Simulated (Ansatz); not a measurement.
Crystal: Ta3N.

```
CELL_PARAMETERS angstrom
3.03222 0.00000 0.00000
-1.51611 2.62598 0.00000
0.00000 0.00000 7.52414
ATOMIC_POSITIONS crystal
Ta 0.66667 0.33333 0.82607
Ta 0.33333 0.66667 0.17393
Ta 0.00000 0.00000 0.50000
N 0.00000 0.00000 0.00000
```

The cell comes from a database or a generator and needn't be the stable form of this composition.

Program: Ansatz 0.2.0. Alike in all runs: task density of states; potentials or basis all-electron LAPW, scalar-relativistic; no spin polarisation; cell as given; k mesh 10 × 10 × 4; cutoff (eV) 336; smearing fermi-dirac 0.05 eV; basis error allowed 0.002 eV/atom.

Task: Order these runs on this cell by their pressure, lowest first.
A. level PBEsol+U; U Ta d U = 2 eV
B. level PBEsol+U; U Ta d U = 8 eV
C. level PBEsol
D. level PBEsol+U; U Ta d U = 6 eV
E. level PBEsol+U; U Ta d U = 4 eV

Result: C (-8.0 GPa), A (-6.4 GPa), E (-4.5 GPa), D (-1.7 GPa), B (7.7 GPa).

Caveats: U is the effective U less J, on atomic orbitals that reach past the spheres (some runs); U without spin polarisation on a metal has little footing (some runs).
